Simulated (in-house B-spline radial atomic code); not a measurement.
# Pm²³⁺: Hartree-Fock with and without relativity

Aim: what relativity does to the energy, levels and radii of Pm²³⁺.

The numbers are computed with in-house B-spline radial atomic code version 1 (Hartree-Fock averaged over the configuration, non-relativistic (point nucleus) and Dirac-Coulomb (finite nucleus); spherical all-electron atom at the radial basis limit), except any that are marked as measured or tabulated.

**1. Starting point**

| Quantity | Value |
| --- | --- |
| element | promethium (Z = 61) |
| charge | +23 |
| electrons | 38 |
| configuration | [Kr] 4d2 |
| nucleus | point (non-relativistic run); Fermi, rms radius 4.962 fm (Dirac runs) |

The outer shells:

[Kr] 4d2
```
[Kr] core
4d [↑ ][↑ ][  ][  ][  ]
```

The boxes draw the filling by Hund's rule, which heavy ions in jj coupling don't follow; these runs average over all states of the configuration.

**2. Non-relativistic run**

The run's settings:

```ini
Z = 61
electrons = 38.0
configuration = [Kr] 4d2
hamiltonian = nr
method = hf
spin_polarised = False
```

**3. Dirac-Coulomb run**

The run's settings:

```ini
Z = 61
electrons = 38.0
configuration = [Kr] 4d2
hamiltonian = dirac
method = hf
spin_polarised = False
nucleus = fermi
rms_radius = 4.961999461404065
mass_number = 145
atomic_mass = 144.912755748
speed_of_light = 137.035999084
```

**4. Dirac-Coulomb run in the lowest jj configuration, 1s2 2s2 2p6 3s2 3p6 3d10 4s2 4p6 4d-2**

In configurations, a minus sign after the shell means j = l − 1/2 and a plus sign j = l + 1/2; the count of electrons follows.

Settings: those of step 3 with these lines changed.

```diff
@@ -2,3 +2,3 @@
 electrons = 38.0
-configuration = [Kr] 4d2
+configuration = 1s2 2s2 2p6 3s2 3p6 3d10 4s2 4p6 4d-2
 hamiltonian = dirac
```

**Question.** How much does each shell's level and mean radius change with the Dirac Hamiltonian, and the total energy?

As calculated:

Levels and radii; the Dirac values are averaged over j with the occupations as weights.

| shell | ε non-rel. (eV) | ε Dirac (eV) | <r> non-rel. (bohr) | <r> Dirac (bohr) | change of <r> (%) |
| --- | --- | --- | --- | --- | --- |
| 1s | -43708.0 | -46140.5 | 0.02488 | 0.02318 | -6.85 |
| 2s | -7571.46 | -8193.62 | 0.1060 | 0.09830 | -7.30 |
| 2p | -7207.15 | -7403.38 | 0.09016 | 0.08679 | -3.74 |
| 3s | -2206.20 | -2352.71 | 0.2725 | 0.2573 | -5.58 |
| 3p | -2045.54 | -2096.76 | 0.2623 | 0.2550 | -2.78 |
| 3d | -1750.69 | -1738.61 | 0.2341 | 0.2332 | -0.36 |
| 4s | -907.40 | -949.14 | 0.5755 | 0.5514 | -4.20 |
| 4p | -836.47 | -851.35 | 0.5812 | 0.5697 | -1.99 |
| 4d | -727.08 | -724.95 | 0.5844 | 0.5840 | -0.08 |

Relativity and the finite nucleus together change the total energy by -367.61 hartree (-3.9 %). First-order perturbation theory (mass-velocity plus Darwin) gives -327.29 hartree, which is 89 % of the full shift. 2s shrinks most on the average over j, by -7.30 %. Spin-orbit coupling splits the 4d level by 6.226 eV and the 2p level by 562.28 eV. The lowest jj configuration lies 7.739 eV below the average over the whole configuration. Breit terms add 8.61 hartree and QED terms 5.80 hartree.
